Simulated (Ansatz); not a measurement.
**One shape, several levels: As4 (arsenic tetramer)**

Wanted: a comparison of 6 runs (HF/def2-SVP, PBE/cc-pVDZ, PBE0/def2-SVP, B3LYP/aug-cc-pVDZ, MP2/def2-SVPD, MP2/def2-TZVP) of As4 (arsenic tetramer). 

Program for the calculation: Ansatz 0.2.0.

2 further runs of the same task are left out: 1 that didn't finish, 1 set aside as unsound or not needed. Runs told in other sessions of the task aren't counted.

### Step 1. The structure to begin with

The species is As4 (4 atoms), meant as a singlet with charge 0. SMILES: `[As]12[As]3[As]1[As]23`. The shape is that of a PBE0-D4/def2-TZVP optimisation.

Bond lengths: As1–As2 2.424 Å, As1–As3 2.424 Å, As2–As3 2.424 Å, As1–As4 2.424 Å, As2–As4 2.424 Å, As3–As4 2.424 Å. Some angles: As1–As2–As3 60.0°, As1–As2–As4 60.0°, As3–As2–As4 60.0°, As2–As1–As3 60.0°, As2–As1–As4 60.0°, As3–As1–As4 60.0°, As1–As3–As2 60.0°, As1–As3–As4 60.0°, As2–As3–As4 60.0°, As1–As4–As2 60.0°.

### Step 2. Energy and gradient at HF/def2-SVP (run 1)

Input file job.yaml:

```yaml
basis:
  gaussian:
    orbitals: def2-SVP
crystal:
  periodic: [false, false, false]
  atoms:
    - {symbol: As, position_ang: [0.408230, -1.037610, 0.980150]}
    - {symbol: As, position_ang: [-0.244980, 1.281220, 0.708840]}
    - {symbol: As, position_ang: [-1.243230, -0.430680, -0.687660]}
    - {symbol: As, position_ang: [1.079970, 0.187070, -1.001320]}
hamiltonian:
  xc: hf
output: {forces: true, orbitals: {seedname: orbitals}}
accuracy: high
```

Command:

```
$ ansatz run job.yaml --threads 1 --pin off --max-ram 3480MiB --events-out events.jsonl --progress --plain --runs-dir runs
```

What it wrote:

```text
Warning: RAYON_NUM_THREADS=1 ignored (pool sized by the plan → 1); use --threads N
Functional definition: HF
  name "HF"
  exchange = exact_x
  correlation = 0
2451 factors; integrals over basis functions are off by at most 4.1e-9 eV
mean field evaluation 1: about -243153.4875 eV, gradient 9.6e0 eV
mean field evaluation 2: about -243153.9544 eV, gradient 1.1e1 eV
mean field evaluation 4: about -243154.5677 eV, gradient 1.8e0 eV
mean field evaluation 8: about -243154.6030 eV, gradient 1.9e-1 eV
mean field evaluation 16: about -243154.6035 eV, gradient 2.4e-8 eV
mean field -243154.60351310 eV, -8935.7668629966 hartree, gradient 2.4e-8 eV, S^2 0.000000; 0 other end points of the search recorded, 0 dependent functions left out
the calculation of the forces begins
reference -243154.60351310 eV, -8935.7668629966 hartree; 66, 66 occupied and 62, 62 virtual orbitals, 2451 factors
Total energy: -243154.60351310 eV, -8935.7668629966 hartree
Atom 0 at     0.408230    -1.037610     0.980150 Å, force     0.008193    -0.020782     0.019549 eV/Å
Atom 1 at    -0.244980     1.281220     0.708840 Å, force    -0.004938     0.025638     0.014123 eV/Å
Atom 2 at    -1.243230    -0.430680    -0.687660 Å, force    -0.024895    -0.008588    -0.013699 eV/Å
Atom 3 at     1.079970     0.187070    -1.001320 Å, force     0.021640     0.003732    -0.019974 eV/Å
Dipole moment:    -0.000000     0.000000     0.000000 e Å
```

Run time: 14 s. Hardware: 1 thread of Arm Neoverse V2, shared host; peak memory 0.62 GiB.

### Step 3. Energy and gradient at PBE/cc-pVDZ (run 2)

Input file run.yaml:

```yaml
crystal:
  periodic: [false, false, false]
  atoms:
    - symbol: As
      position_ang: [0.408230, -1.037610, 0.980150]
    - symbol: As
      position_ang: [-0.244980, 1.281220, 0.708840]
    - symbol: As
      position_ang: [-1.243230, -0.430680, -0.687660]
    - symbol: As
      position_ang: [1.079970, 0.187070, -1.001320]
basis:
  gaussian: {orbitals: cc-pVDZ}
hamiltonian: {xc: {name: PBE}}
accuracy: high
output: {forces: true, orbitals: {seedname: orbitals}}
```

Command:

```
$ ansatz run run.yaml --threads 1 --pin off --max-ram 3480MiB --events-out events.jsonl --progress --plain --runs-dir runs
```

What it wrote (excerpt; [...] marks lines left out):

```text
Warning: RAYON_NUM_THREADS=1 ignored (pool sized by the plan → 1); use --threads N
Functional definition: PBE
  name "PBE"
[...]
2312 factors; integrals over basis functions are off by at most 4.5e-9 eV
[...]
mean field -243329.04375657 eV, -8942.1774237042 hartree, gradient 3.1e-8 eV, S^2 0.000000; 0 other end points of the search recorded, 0 dependent functions left out
[...]
reference -243329.04375881 eV, -8942.1774237865 hartree; 66, 66 occupied and 42, 42 virtual orbitals, 2312 factors
Total energy: -243329.04375881 eV, -8942.1774237865 hartree
Atom 0 at     0.408230    -1.037610     0.980150 Å, force     0.255013    -0.648128     0.612154 eV/Å
Atom 1 at    -0.244980     1.281220     0.708840 Å, force    -0.153053     0.800271     0.442690 eV/Å
Atom 2 at    -1.243230    -0.430680    -0.687660 Å, force    -0.776559    -0.268979    -0.429464 eV/Å
Atom 3 at     1.079970     0.187070    -1.001320 Å, force     0.674599     0.116836    -0.625379 eV/Å
Dipole moment:    -0.000000     0.000000     0.000000 e Å
```

Run time: 23 s. Hardware: 1 thread of Arm Neoverse V2, shared host; peak memory 0.32 GiB.

Run 3 isn't shown in full; the table further down has it.

### Step 4. Energy and forces at B3LYP/aug-cc-pVDZ (run 4)

Input file job.yaml:

```yaml
crystal:
  periodic: [false, false, false]
  atoms:
    - {symbol: As, position_ang: [0.408230, -1.037610, 0.980150]}
    - {symbol: As, position_ang: [-0.244980, 1.281220, 0.708840]}
    - {symbol: As, position_ang: [-1.243230, -0.430680, -0.687660]}
    - {symbol: As, position_ang: [1.079970, 0.187070, -1.001320]}
basis:
  gaussian:
    orbitals: aug-cc-pVDZ
output: {forces: true, orbitals: {seedname: orbitals}}
hamiltonian:
  xc: {name: B3LYP}
accuracy: high
```

Command:

```
$ ansatz run job.yaml --threads 1 --pin off --max-ram 3480MiB --events-out events.jsonl --progress --plain --runs-dir runs
```

What it wrote (excerpt; [...] marks lines left out):

```text
Warning: RAYON_NUM_THREADS=1 ignored (pool sized by the plan → 1); use --threads N
Functional definition: B3LYP
  name "B3LYP"
[...]
2794 factors; integrals over basis functions are off by at most 4.5e-9 eV
[...]
mean field -243369.32681636 eV, -8943.6577988466 hartree, gradient 1.6e-8 eV, S^2 0.000000; 0 other end points of the search recorded, 0 dependent functions left out
[...]
reference -243369.32684917 eV, -8943.6578000523 hartree; 66, 66 occupied and 78, 78 virtual orbitals, 2794 factors
Total energy: -243369.32684917 eV, -8943.6578000523 hartree
Atom 0 at     0.408230    -1.037610     0.980150 Å, force     0.268775    -0.683108     0.645199 eV/Å
Atom 1 at    -0.244980     1.281220     0.708840 Å, force    -0.161310     0.843464     0.466588 eV/Å
Atom 2 at    -1.243230    -0.430680    -0.687660 Å, force    -0.818471    -0.283500    -0.452649 eV/Å
Atom 3 at     1.079970     0.187070    -1.001320 Å, force     0.711006     0.123143    -0.659139 eV/Å
Dipole moment:    -0.000000     0.000000     0.000000 e Å
```

Wall time 45 s (1 thread of Arm Neoverse V2, shared host); peak memory 0.83 GiB.

Run 5 isn't shown in full; the table further down has it.

### Step 5. Energy and forces at MP2/def2-TZVP (run 6)

Input file input.yaml:

```yaml
crystal:
  periodic: [false, false, false]
  atoms:
    - {symbol: As, position_ang: [0.408230, -1.037610, 0.980150]}
    - {symbol: As, position_ang: [-0.244980, 1.281220, 0.708840]}
    - {symbol: As, position_ang: [-1.243230, -0.430680, -0.687660]}
    - {symbol: As, position_ang: [1.079970, 0.187070, -1.001320]}
basis:
  gaussian:
    orbitals: def2-TZVP
correlation:
  method: mp2
  frozen_orbitals: {As: 9}
accuracy: high
output: {forces: true, orbitals: {seedname: orbitals}}
```

Command:

```
$ ansatz run input.yaml --threads 1 --pin off --max-ram 3480MiB --events-out events.jsonl --progress --plain --runs-dir runs
```

What it wrote (excerpt; [...] marks lines left out):

```text
Warning: RAYON_NUM_THREADS=1 ignored (pool sized by the plan → 1); use --threads N
[... 2 set-up lines as earlier in the session ...]
[...]
2884 factors; integrals over basis functions are off by at most 4.6e-9 eV
[...]
mean field -243185.17991115 eV, -8936.8905248995 hartree, gradient 2.5e-8 eV, S^2 0.000000; 0 other end points of the search recorded, 0 dependent functions left out
36 core orbitals not correlated: weight in the atoms' cores, before any rotation towards them, 1.000 or more for the frozen orbitals, at most 0.000 for the correlated occupied ones
reference -243185.17991115 eV, -8936.8905248995 hartree; 30, 30 occupied and 126, 126 virtual orbitals, 2884 factors
second order -28.59657486 eV of doubles, -0.00000000 eV of singles
[...]
Total energy: -243213.77648602 eV, -8937.9414296423 hartree
Atom 0 at     0.408230    -1.037610     0.980150 Å, force    -0.018434     0.046892    -0.044369 eV/Å
Atom 1 at    -0.244980     1.281220     0.708840 Å, force     0.011043    -0.057922    -0.032100 eV/Å
Atom 2 at    -1.243230    -0.430680    -0.687660 Å, force     0.056189     0.019497     0.031144 eV/Å
Atom 3 at     1.079970     0.187070    -1.001320 Å, force    -0.048798    -0.008468     0.045325 eV/Å
Dipole moment:    -0.000000     0.000000    -0.000000 e Å
```

Wall time 92 s (1 thread of Arm Neoverse V2, shared host); peak memory 1.3 GiB.

### Step 6. All runs side by side

```csv
run,level,frozen core orbitals,energy (Eh),dipole moment (D),HOMO energy (eV),LUMO energy (eV),wall time
1,HF/def2-SVP,–,-8935.766863,0.00,-8.96,2.12,14 s
2,PBE/cc-pVDZ,–,-8942.177424,0.00,-6.02,-1.63,23 s
3,PBE0/def2-SVP,–,-8941.434707,0.00,-7.03,-0.97,23 s
4,B3LYP/aug-cc-pVDZ,–,-8943.657800,0.00,-6.78,-1.23,45 s
5,MP2/def2-SVPD,36,-8936.718741,0.00,-8.91,1.85,57 s
6,MP2/def2-TZVP,36,-8937.941430,0.00,-8.88,2.06,92 s
```

### Step 7. Results

| quantity | value |
| --- | --- |
| run 6: total energy | -8937.94143 Eh |
| run 6: dipole moment (correlated density) | 0.00 D |
| run 6: HOMO energy (Hartree–Fock orbitals) | -8.88 eV |
| run 6: LUMO energy (Hartree–Fock orbitals) | 2.06 eV |
| run 6: HOMO–LUMO gap (Hartree–Fock orbitals) | 10.94 eV |
| run 6: correlation energy (36 core orbitals frozen) | -1050.9 mEh |
| run 6: largest force on an atom | 0.067 eV/Å |

What this shows: Over runs 1, 2, 3, 4 the HOMO–LUMO gap runs from 4.39 eV (PBE/cc-pVDZ) to 11.07 eV (HF/def2-SVP). The two ends differ in method and basis. Totals of different functionals can't be ranked against each other. All runs together took 4.3 min, the longest 92 s.
